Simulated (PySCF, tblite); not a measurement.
# C₃H₆BFO₂: dynamics, then NMR shifts on frames, part 2 of 2

tblite 0.8.0 and PySCF 2.14.0. Atoms count from 0. The steps go on from the part before.

## (5) Nuclear shieldings: 625 fs, PBE0/pcSseg-1

What the job is given:

```
{"job": {"kind": "nmr", "xc": "PBE0", "basis": "pcSseg-1", "pop": false}, "charge": 0, "multiplicity": 1}
F     -2.446200     0.801800     0.726100
C     -1.312000     0.432600     0.149200
C     -0.217400     0.569800     1.265100
O      0.964300    -0.011900     0.809100
B      0.934100    -1.177600     0.073700
O     -0.225200    -1.707700    -0.404200
C     -1.491600    -1.105000    -0.224500
H     -1.196100     1.110300    -0.670700
H     -0.026600     1.662100     1.450100
H     -0.585200     0.089800     2.191600
H      1.989100    -1.663800    -0.221700
H     -1.998800    -1.610400     0.599700
H     -2.045500    -1.278800    -1.157300
```

With the program's defaults for keys left out, this is: GIAO PBE0/pcSseg-1 NMR shielding, non-relativistic, gas phase.

Standard output:

```text
coarse grid: 11328 points
cycle   1  E = -392.4826437725  dE =  1.034e+00  |g| = 8.408e-01  |ddm| = 3.076e+00
cycle   2  E = -392.3603742134  dE =  1.223e-01  |g| = 1.199e+00  |ddm| = 1.194e+00
cycle   3  E = -392.6004555257  dE = -2.401e-01  |g| = 6.207e-02  |ddm| = 7.413e-01
cycle   4  E = -392.6010860045  dE = -6.305e-04  |g| = 2.801e-02  |ddm| = 5.667e-02
cycle   5  E = -392.6011976839  dE = -1.117e-04  |g| = 9.044e-03  |ddm| = 2.270e-02
cycle   6  E = -392.6012093155  dE = -1.163e-05  |g| = 2.261e-03  |ddm| = 6.866e-03
cycle   7  E = -392.6012102623  dE = -9.468e-07  |g| = 5.277e-04  |ddm| = 1.679e-03
final grid: 111088 points
cycle   8  E = -392.6687508329  dE = -3.042e-05  |g| = 1.108e-02  |ddm| = 2.058e-02
cycle   9  E = -392.6687296388  dE =  2.119e-05  |g| = 1.577e-02  |ddm| = 1.430e-02
cycle  10  E = -392.6687728773  dE = -4.324e-05  |g| = 8.401e-04  |ddm| = 8.518e-03
cycle  11  E = -392.6687730278  dE = -1.504e-07  |g| = 1.949e-04  |ddm| = 7.885e-04
cycle  12  E = -392.6687730351  dE = -7.292e-09  |g| = 7.124e-05  |ddm| = 1.731e-04
cycle  13  E = -392.6687730359  dE = -7.797e-10  |g| = 2.201e-05  |ddm| = 5.311e-05
converged SCF energy = -392.6687730359

GIAO shielding tensors (ppm)
atom      isotropic    diamagn.    paramagn.     s11        s22        s33       span
  0 F      412.908     468.527     -55.619    381.452    422.580    434.691     53.239
  1 C      103.390     246.021    -142.631     77.476     84.234    148.460     70.984
  2 C      115.137     244.620    -129.483     92.923    103.633    148.856     55.933
  3 O      214.526     394.129    -179.604     76.252    240.130    327.195    250.943
  4 B       77.366     198.743    -121.377     62.524     72.279     97.296     34.772
  5 O      211.000     393.885    -182.885     72.736    233.587    326.678    253.942
  6 C      112.954     244.603    -131.649     91.288    101.690    145.885     54.596
  7 H       27.065      31.494      -4.430     23.964     27.193     30.036      6.072
  8 H       26.462      28.003      -1.541     22.893     26.165     30.327      7.434
  9 H       27.319      29.041      -1.721     24.273     26.509     31.176      6.903
 10 H       27.246      29.697      -2.451     24.092     26.344     31.303      7.211
 11 H       27.455      28.915      -1.461     24.215     26.856     31.293      7.078
 12 H       26.737      28.012      -1.275     22.922     26.528     30.761      7.839
```

Run time: 12 s. Hardware: 1 thread of Arm Neoverse V2, shared host; peak memory 0.73 GiB.

In short: δ C1 83.5, C6 74.0, C2 71.8, F0 -242.0, H8 5.26, H12 4.98 ppm.

## (6) Nuclear shieldings: 800 fs, PBE0/pcSseg-1

What the job is given:

```
{"job": {"kind": "nmr", "xc": "PBE0", "basis": "pcSseg-1", "pop": false}, "charge": 0, "multiplicity": 1}
F     -2.671300     0.824000     0.731500
C     -1.384100     0.533200     0.229000
C     -0.367400     0.283000     1.338000
O      0.849500    -0.199600     0.851500
B      0.879200    -1.059100    -0.165800
O     -0.236300    -1.327900    -0.935000
C     -1.504200    -0.747300    -0.683200
H     -1.191800     1.379100    -0.424100
H     -0.190300     1.180600     1.907200
H     -0.696800    -0.406100     2.072600
H      1.965400    -1.439900    -0.419300
H     -2.066100    -1.521500    -0.161400
H     -1.948700    -0.579300    -1.670700
```

With the program's defaults for keys left out, this is: GIAO PBE0/pcSseg-1 NMR shielding, non-relativistic, gas phase.

Standard output:

```text
coarse grid: 11328 points
cycle   1  E = -392.4790159175  dE =  1.036e+00  |g| = 8.481e-01  |ddm| = 3.093e+00
cycle   2  E = -392.3426207264  dE =  1.364e-01  |g| = 1.241e+00  |ddm| = 1.276e+00
cycle   3  E = -392.6000829899  dE = -2.575e-01  |g| = 6.105e-02  |ddm| = 8.018e-01
cycle   4  E = -392.6007123386  dE = -6.293e-04  |g| = 2.716e-02  |ddm| = 5.420e-02
cycle   5  E = -392.6008315280  dE = -1.192e-04  |g| = 1.290e-02  |ddm| = 2.404e-02
cycle   6  E = -392.6008589390  dE = -2.741e-05  |g| = 2.723e-03  |ddm| = 8.131e-03
cycle   7  E = -392.6008603484  dE = -1.409e-06  |g| = 4.487e-04  |ddm| = 2.033e-03
final grid: 111088 points
cycle   8  E = -392.6691129407  dE = -3.909e-05  |g| = 1.171e-02  |ddm| = 2.236e-02
cycle   9  E = -392.6690877079  dE =  2.523e-05  |g| = 1.700e-02  |ddm| = 1.599e-02
cycle  10  E = -392.6691381552  dE = -5.045e-05  |g| = 9.290e-04  |ddm| = 9.472e-03
cycle  11  E = -392.6691383216  dE = -1.664e-07  |g| = 2.150e-04  |ddm| = 8.295e-04
cycle  12  E = -392.6691383298  dE = -8.230e-09  |g| = 6.099e-05  |ddm| = 1.695e-04
cycle  13  E = -392.6691383305  dE = -6.705e-10  |g| = 2.726e-05  |ddm| = 6.450e-05
converged SCF energy = -392.6691383305

GIAO shielding tensors (ppm)
atom      isotropic    diamagn.    paramagn.     s11        s22        s33       span
  0 F      396.382     468.705     -72.323    383.797    395.481    409.868     26.071
  1 C       97.431     247.148    -149.716     60.200     75.045    157.050     96.850
  2 C      128.399     243.092    -114.694    107.033    111.053    167.110     60.076
  3 O      217.259     393.837    -176.577     82.789    240.306    328.683    245.894
  4 B       78.193     199.392    -121.199     62.270     72.995     99.314     37.044
  5 O      214.800     394.549    -179.749     79.079    253.239    312.082    233.003
  6 C      115.450     244.212    -128.762     95.973    102.340    148.038     52.065
  7 H       26.486      30.851      -4.364     23.725     26.676     29.059      5.334
  8 H       27.686      28.583      -0.897     23.679     27.388     31.991      8.312
  9 H       28.229      29.681      -1.453     24.414     27.353     32.919      8.506
 10 H       27.514      30.386      -2.872     24.287     26.476     31.780      7.493
 11 H       27.319      28.624      -1.305     23.472     26.920     31.564      8.091
 12 H       26.882      28.072      -1.190     22.742     26.715     31.190      8.448
```

Run time: 12 s. Hardware: 1 thread of Arm Neoverse V2, shared host; peak memory 0.73 GiB.

Key values: δ C1 89.5, C6 71.5, C2 58.5, F0 -225.4, H7 5.23, H12 4.83 ppm.

## (7) NMR shieldings: 1000 fs, PBE0/pcSseg-1

What the job is given:

```
{"job": {"kind": "nmr", "xc": "PBE0", "basis": "pcSseg-1", "pop": false}, "charge": 0, "multiplicity": 1}
F     -2.392700     1.082000     0.819600
C     -1.244000     0.477500     0.273700
C     -0.370400    -0.008300     1.443500
O      0.685700    -0.798200     0.899600
B      0.457900    -1.487400    -0.247000
O     -0.662900    -1.510800    -0.978500
C     -1.714100    -0.702100    -0.569500
H     -0.763200     1.327700    -0.358400
H      0.063000     0.775900     2.039000
H     -0.934000    -0.670100     2.112500
H      1.392100    -2.089100    -0.652800
H     -2.524300    -1.188900    -0.004000
H     -2.257900    -0.257500    -1.417100
```

Method: GIAO PBE0/pcSseg-1 NMR shielding, non-relativistic, gas phase.

Standard output:

```text
coarse grid: 11328 points
cycle   1  E = -392.4849912666  dE =  1.050e+00  |g| = 8.358e-01  |ddm| = 3.086e+00
cycle   2  E = -392.3568982732  dE =  1.281e-01  |g| = 1.215e+00  |ddm| = 1.229e+00
cycle   3  E = -392.6023623760  dE = -2.455e-01  |g| = 6.354e-02  |ddm| = 7.667e-01
cycle   4  E = -392.6030388728  dE = -6.765e-04  |g| = 2.892e-02  |ddm| = 5.666e-02
cycle   5  E = -392.6031769823  dE = -1.381e-04  |g| = 1.260e-02  |ddm| = 2.427e-02
cycle   6  E = -392.6032028219  dE = -2.584e-05  |g| = 2.920e-03  |ddm| = 8.173e-03
cycle   7  E = -392.6032044747  dE = -1.653e-06  |g| = 4.400e-04  |ddm| = 2.239e-03
final grid: 111088 points
cycle   8  E = -392.6713519325  dE = -3.360e-05  |g| = 1.152e-02  |ddm| = 2.168e-02
cycle   9  E = -392.6713267575  dE =  2.518e-05  |g| = 1.688e-02  |ddm| = 1.555e-02
cycle  10  E = -392.6713760104  dE = -4.925e-05  |g| = 7.929e-04  |ddm| = 9.160e-03
cycle  11  E = -392.6713761363  dE = -1.259e-07  |g| = 2.109e-04  |ddm| = 7.341e-04
cycle  12  E = -392.6713761442  dE = -7.899e-09  |g| = 6.678e-05  |ddm| = 1.648e-04
cycle  13  E = -392.6713761449  dE = -7.296e-10  |g| = 3.178e-05  |ddm| = 6.523e-05
cycle  14  E = -392.6713761451  dE = -1.701e-10  |g| = 7.343e-06  |ddm| = 2.150e-05
converged SCF energy = -392.6713761451

GIAO shielding tensors (ppm)
atom      isotropic    diamagn.    paramagn.     s11        s22        s33       span
  0 F      385.703     470.283     -84.580    366.453    386.889    403.767     37.314
  1 C       91.867     248.312    -156.445     60.939     71.182    143.480     82.540
  2 C      118.981     244.674    -125.693     98.628    106.496    151.819     53.191
  3 O      215.073     394.026    -178.953     83.570    243.717    317.932    234.362
  4 B       77.766     197.941    -120.175     61.117     73.307     98.875     37.757
  5 O      227.496     392.405    -164.909     96.303    253.297    332.889    236.586
  6 C      121.947     244.042    -122.095     98.700    109.968    157.172     58.472
  7 H       25.355      29.676      -4.322     22.464     25.143     28.457      5.994
  8 H       27.498      29.268      -1.769     23.799     27.199     31.496      7.698
  9 H       27.461      28.923      -1.462     24.058     26.558     31.768      7.711
 10 H       27.642      30.093      -2.451     24.166     26.873     31.888      7.722
 11 H       27.753      28.310      -0.557     24.524     26.992     31.743      7.219
 12 H       27.214      28.020      -0.806     23.586     26.744     31.311      7.725
```

Run time: 12 s. Hardware: 1 thread of Arm Neoverse V2, shared host; peak memory 0.73 GiB.

This run: δ C1 95.1, C2 67.9, C6 65.0, F0 -214.8, H7 6.36, H12 4.50 ppm.

## (8) Run by run: NMR shifts

Shifts (ppm) of some atoms, chosen among heavy atoms and hydrogens apart, with basis size and wall time:

| frame | C1 | C2 | H7 | H8 | F0 | O3 | O5 | functions | time |
| --- | --- | --- | --- | --- | --- | --- | --- | --- | --- |
| 250 fs | 86.7 | 73.1 | 4.72 | 4.71 | -242.9 | 136.0 | 107.1 | 149 | 12 s |
| 425 fs | 94.5 | 68.8 | 5.23 | 4.73 | -221.1 | 125.8 | 121.5 | 149 | 12 s |
| 625 fs | 83.5 | 71.8 | 4.65 | 5.26 | -242.0 | 121.6 | 125.1 | 149 | 12 s |
| 800 fs | 89.5 | 58.5 | 5.23 | 4.03 | -225.4 | 118.8 | 121.3 | 149 | 12 s |
| 1000 fs | 95.1 | 67.9 | 6.36 | 4.22 | -214.8 | 121.0 | 108.6 | 149 | 12 s |

## (9) Summary of results

What follows sums up all 2 parts.

```
                                           quantity                                   value
                                         thermostat                                   200 K
                      mean temperature, second half                                   198 K
            mean potential energy above the minimum                                 0.29 eV
     13C shifts against TMS (PBE0/pcSseg-1, 250 fs)                    86.7, 73.1, 69.6 ppm
      1H shifts against TMS (PBE0/pcSseg-1, 250 fs)  5.01, 4.73, 4.72, 4.71, 4.30, 3.56 ppm
   19F shifts against CFCl3 (PBE0/pcSseg-1, 250 fs)                              -242.9 ppm
     17O shifts against H2O (PBE0/pcSseg-1, 250 fs)                        136.0, 107.1 ppm
11B shifts against BF3·OEt2 (PBE0/pcSseg-1, 250 fs)                                22.5 ppm
                           range of the shift of F0                    -242.9 to -214.8 ppm
```

In words: In the second half the potential energy averages 0.29 eV above the minimum; equipartition over 33 harmonic modes at 200 K would give 0.28 eV. With 13 atoms the temperature swings widely (82 to 253 K). Shifts at one fixed geometry are not the observed spectrum, which averages over the motion. In the first frame run (250 fs): Shielding is most anisotropic at O3 (span 254 ppm, paramagnetic term -194 ppm). Across the 5 runs the shift of F0 moves most, between -242.9 (250 fs) and -214.8 ppm (1000 fs).
